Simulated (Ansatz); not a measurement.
**ClGeH₂O radical (SMILES [OH][GeH][Cl]): energies and forces away from the minimum**

Aim: displace all atoms at random from the minimum and see how well density functionals give the CCSD(T) energy and forces there.

Method: single points with forces in def2-TZVPP; program: Ansatz 0.2.0, Gaussian basis.

Levels: PBE-D4, r2SCAN-D4, PBE0-D4, wB97M-V, Hartree-Fock, MP2, CCSD, CCSD(T). Each coordinate is moved by a Gaussian draw of the width named (0.7 of it for atoms other than hydrogen): 0.12, 0.04 Å.

Correlated methods freeze the cores. Filled d shells of the heavier atoms are correlated. Orbitals are unrestricted.

9 further runs of the same task are left out: 9 set aside as unsound or not needed.

## (1) Starting geometry

The minimum, relaxed at PBE0-D4: SMILES `[OH][GeH][Cl]`, 5 atoms, charge 0, spin multiplicity 2.

Atoms are counted from 1 here; the program's logs count them from 0.

Bond lengths: O1–Ge2 1.778 Å, O1–H4 0.962 Å, Ge2–Cl3 2.149 Å, Ge2–H5 1.566 Å. Angles: Ge2–O1–H4 112.6°, O1–Ge2–Cl3 103.5°, O1–Ge2–H5 109.5°, Cl3–Ge2–H5 107.7°.

Geometry (Å):

```csv
atom,x (Å),y (Å),z (Å)
O1,-1.01845,-0.35204,-0.61702
Ge2,0.18848,0.02885,0.63192
Cl3,1.67004,-1.50829,0.38417
H4,-1.65660,0.35632,-0.74338
H5,0.86633,1.40145,0.30291
```

Energies of the minimum (eV), from earlier single points: PBE-D4 -71106.85732, r2SCAN-D4 -71120.60459, PBE0-D4 -71109.22495, B3LYP-D4 -71124.42734, wB97M-V -71118.12621, CCSD(T) -71067.71195.

## (2) Structure 1, width 0.12 Å

Input file ccsdt-tzvpp/in.yaml:

```yaml
crystal:
  periodic: [false, false, false]
  atoms:
    - {symbol: O, position_ang: [-1.096888, -0.313270, -0.708486]}
    - {symbol: Ge, position_ang: [0.244381, -0.017593, 0.533401]}
    - {symbol: Cl, position_ang: [1.533639, -1.391385, 0.413706]}
    - {symbol: H, position_ang: [-1.514691, 0.461229, -0.726650]}
    - {symbol: H, position_ang: [0.727474, 1.325806, 0.296843]}
basis:
  gaussian: {orbitals: def2-TZVPP}
magnetization: {spin_polarized: true, initial_magnetization: 1}
correlation: {method: ccsd_t}
scf: {omitted_lower_state_checks: [cluster_reference]}
output: {forces: true}
```

No record of the launch command was kept for these runs.

Log, shortened:

```text
Functional definition: HF
  name "HF"
  cite "Fock, Z. Phys. 61, 126 (1930) doi:10.1007/BF01340294"
  parent pbe
[...]
928 factors; integrals over basis functions are off by at most 7.9e-4 eV
[...]
mean field -71047.17367233 eV, -2610.9354749541 hartree, gradient 4.7e-6 eV, S^2 0.755607; 1 other end points of the search recorded, 0 dependent functions left out
15 core orbitals not correlated: weight in the atoms' cores, before any rotation towards them, 1.000 or more for the frozen orbitals, at most 0.000 for the correlated occupied ones
reference -71047.17367233 eV, -2610.9354749541 hartree; 15, 14 occupied and 119, 120 virtual orbitals, 928 factors
second order -18.08092359 eV of doubles, -0.00000000 eV of singles
cycle   1  -18.03200765 eV  change    4.9e-2 eV  update   9.5e-2
[...]
cycle  13  -18.58216951 eV  change   -4.4e-6 eV  update   2.2e-6
perturbative correction -0.70992528 eV, -0.0260892729 hartree
[...]
working
working
Total energy: -71066.46576712 eV, -2611.6444463610 hartree
Atom 0 at    -1.096888    -0.313270    -0.708486 Å, force     3.852377    -4.670146     1.044143 eV/Å
Atom 1 at     0.244381    -0.017593     0.533401 Å, force    -6.960805     3.587021     0.501470 eV/Å
Atom 2 at     1.533639    -1.391385     0.413706 Å, force     5.279767    -5.576543    -0.703749 eV/Å
Atom 3 at    -1.514691     0.461229    -0.726650 Å, force    -3.010549     4.905099    -0.398380 eV/Å
Atom 4 at     0.727474     1.325806     0.296843 Å, force     0.839211     1.754569    -0.443484 eV/Å
Dipole moment:     0.107698     0.326901     0.155471 e Å
Checks for a lower state left out: cluster_reference
```

It took 2.7 min on 4 threads, shared host; peak memory 4.2 GiB.

The other levels were run on the same coordinates; their logs were not kept, and their results stand in the tables.

```csv
method,RMS force component (eV/Å),RMS error against CCSD(T) (eV/Å),angle to CCSD(T) forces (°),dipole (D)
PBE-D4,3.672,0.292,4.5,1.65
r2SCAN-D4,3.536,0.134,1.7,1.75
PBE0-D4,3.526,0.134,1.6,1.82
wB97M-V,3.568,0.077,1.0,1.87
CCSD(T),3.615,reference,reference,1.81
```

## (3) Structure 2, width 0.04 Å

Input file ccsdt-tzvpp/in.yaml:

```yaml
crystal:
  periodic: [false, false, false]
  atoms:
    - {symbol: O, position_ang: [-1.029489, -0.391616, -0.643914]}
    - {symbol: Ge, position_ang: [0.196470, -0.023139, 0.651305]}
    - {symbol: Cl, position_ang: [1.693113, -1.499108, 0.397345]}
    - {symbol: H, position_ang: [-1.615658, 0.378715, -0.767437]}
    - {symbol: H, position_ang: [0.898163, 1.409633, 0.247589]}
basis:
  gaussian: {orbitals: def2-TZVPP}
magnetization: {spin_polarized: true, initial_magnetization: 1}
correlation: {method: ccsd_t}
scf: {omitted_lower_state_checks: [cluster_reference]}
output: {forces: true}
```

Log, shortened:

```text
[... 4 set-up lines as earlier in the session ...]
[...]
930 factors; integrals over basis functions are off by at most 6.5e-4 eV
[...]
mean field -71048.25881417 eV, -2610.9753531812 hartree, gradient 4.7e-6 eV, S^2 0.761634; 0 other end points of the search recorded, 0 dependent functions left out
15 core orbitals not correlated: weight in the atoms' cores, before any rotation towards them, 1.000 or more for the frozen orbitals, at most 0.000 for the correlated occupied ones
reference -71048.25881417 eV, -2610.9753531812 hartree; 15, 14 occupied and 119, 120 virtual orbitals, 930 factors
second order -18.07670795 eV of doubles, -0.00000000 eV of singles
cycle   1  -18.02581017 eV  change    5.1e-2 eV  update   1.0e-1
[...]
cycle  14  -18.61971282 eV  change   -1.8e-6 eV  update   2.2e-6
perturbative correction -0.73870937 eV, -0.0271470687 hartree
[...]
working
working
Total energy: -71067.61723636 eV, -2611.6867620750 hartree
Atom 0 at    -1.029489    -0.391616    -0.643914 Å, force     0.178099     0.605681     0.583844 eV/Å
Atom 1 at     0.196470    -0.023139     0.651305 Å, force    -0.388984     1.267587    -1.036336 eV/Å
Atom 2 at     1.693113    -1.499108     0.397345 Å, force     0.322330    -0.452718    -0.034009 eV/Å
Atom 3 at    -1.615658     0.378715    -0.767437 Å, force     0.392537    -0.521583     0.095745 eV/Å
Atom 4 at     0.898163     1.409633     0.247589 Å, force    -0.503981    -0.898968     0.390756 eV/Å
Dipole moment:    -0.229784     0.456147     0.175089 e Å
Checks for a lower state left out: cluster_reference
```

Run time: 2.7 min. Hardware: 4 threads, shared host; peak memory 4.2 GiB.

```csv
method,RMS force component (eV/Å),RMS error against CCSD(T) (eV/Å),angle to CCSD(T) forces (°),dipole (D)
PBE-D4,0.459,0.333,32.8,2.45
r2SCAN-D4,0.531,0.096,6.0,2.56
PBE0-D4,0.569,0.084,7.3,2.63
wB97M-V,0.587,0.056,5.0,2.69
CCSD(T),0.607,reference,reference,2.59
```

## (4) All structures together

Energy above the minimum (kJ/mol):

```csv
structure,width (Å),PBE-D4,r2SCAN-D4,PBE0-D4,wB97M-V,Hartree-Fock,MP2,CCSD,CCSD(T)
1,0.12,131.4,120.6,119.9,121.7,120.6,114.8,118.8,120.2
2,0.04,3.0,7.1,7.8,8.5,15.9,10.5,10.5,9.1
```

What each level costs and misses (shared host):

```csv
method,mean energy error from CCSD(T) (kJ/mol),mean time a point
PBE-D4,8.7,0.85 s
r2SCAN-D4,1.2,1.6 s
PBE0-D4,0.8,1.2 s
wB97M-V,1.1,3.2 s
Hartree-Fock,3.5,part of the CCSD(T) run
MP2,3.4,part of the CCSD(T) run
CCSD,1.4,part of the CCSD(T) run
CCSD(T),0,2.7 min
```

The best functional, PBE0-D4, misses by 0.8 kJ/mol and takes 1.2 s a point, against 2.7 min for CCSD(T).

## (5) Outcome

```
                         quantity                                                                                            value
energy above the minimum, CCSD(T)                                                                                120.2, 9.1 kJ/mol
                mean energy error  PBE-D4 8.7, r2SCAN-D4 1.2, PBE0-D4 0.8, wB97M-V 1.1, Hartree-Fock 3.5, MP2 3.4, CCSD 1.4 kJ/mol
             mean RMS force error                                 PBE-D4 0.312, r2SCAN-D4 0.115, PBE0-D4 0.109, wB97M-V 0.066 eV/Å
            largest T1 diagnostic                                                                                            0.015
```

What this shows: PBE0-D4 gives the best energies and PBE-D4 the worst. For forces wB97M-V is best, off by 3 % of the typical force, and PBE-D4 worst (15 %); with few structures and a triple-zeta reference, gaps of a few points rank nothing.
